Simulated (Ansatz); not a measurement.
SnTe3:

```xyz
4
Lattice="0.0000 3.8612 3.8612 3.8612 0.0000 3.8612 3.8612 3.8612 0.0000" Properties=species:S:1:pos:R:3 pbc="T T T"
Te    3.8612    3.8612    3.8612
Te    5.7918    5.7918    5.7918
Te    1.9306    1.9306    1.9306
Sn    0.0000    0.0000    0.0000
```

The cell comes from a database or a generator and needn't be the stable form of this composition.

| Quantity | Value |
| --- | --- |
| Program | Ansatz 0.2.0 |
| Task | relaxation of cell and atoms |
| Functional | PBEsol |
| Dispersion | D3(BJ)-ATM |
| Potentials or basis | Ansatz PAW |
| Cutoff | 420 eV (not typed: the program's choice for these potentials) |
| k mesh | 6 × 6 × 6 |
| Occupations | fermi-dirac, width 0.05 eV |
| Spin | no spin polarisation |

At the start: volume 28.78 Å³/atom.

**Question.** Where does the relaxation end?

**Answer.** It ends after 5 steps and the volume is 25.98 Å³/atom (-9.7 %); space group Fm-3m (No. 225, to 0.05 Å).

Step by step:
```
step  energy change (eV)  largest force (eV/Å)  volume (Å³)
   1              0.0000                0.0000       115.13
   2             -0.1793                0.0000       100.55
   3             -0.2000                0.0000       104.58
   4             -0.2010                0.0000       103.92
   5             -0.1987                0.0000       103.92
```

Final structure:
```
CELL_PARAMETERS angstrom
0.00000 3.73155 3.73155
3.73155 0.00000 3.73155
3.73155 3.73155 0.00000
ATOMIC_POSITIONS crystal
Te 0.50000 0.50000 0.50000
Te 0.75000 0.75000 0.75000
Te 0.25000 0.25000 0.25000
Sn 0.00000 0.00000 0.00000
```

Caveat: the plane-wave basis is chosen anew once the cell has moved, so the energies of steps on either side of that aren't comparable; pairwise dispersion overbinds metals, which lowers pressure and volume; the PAW data sets come from PBE, with cores solved anew for the run's functional, which leaves a small shift of forces and pressure.
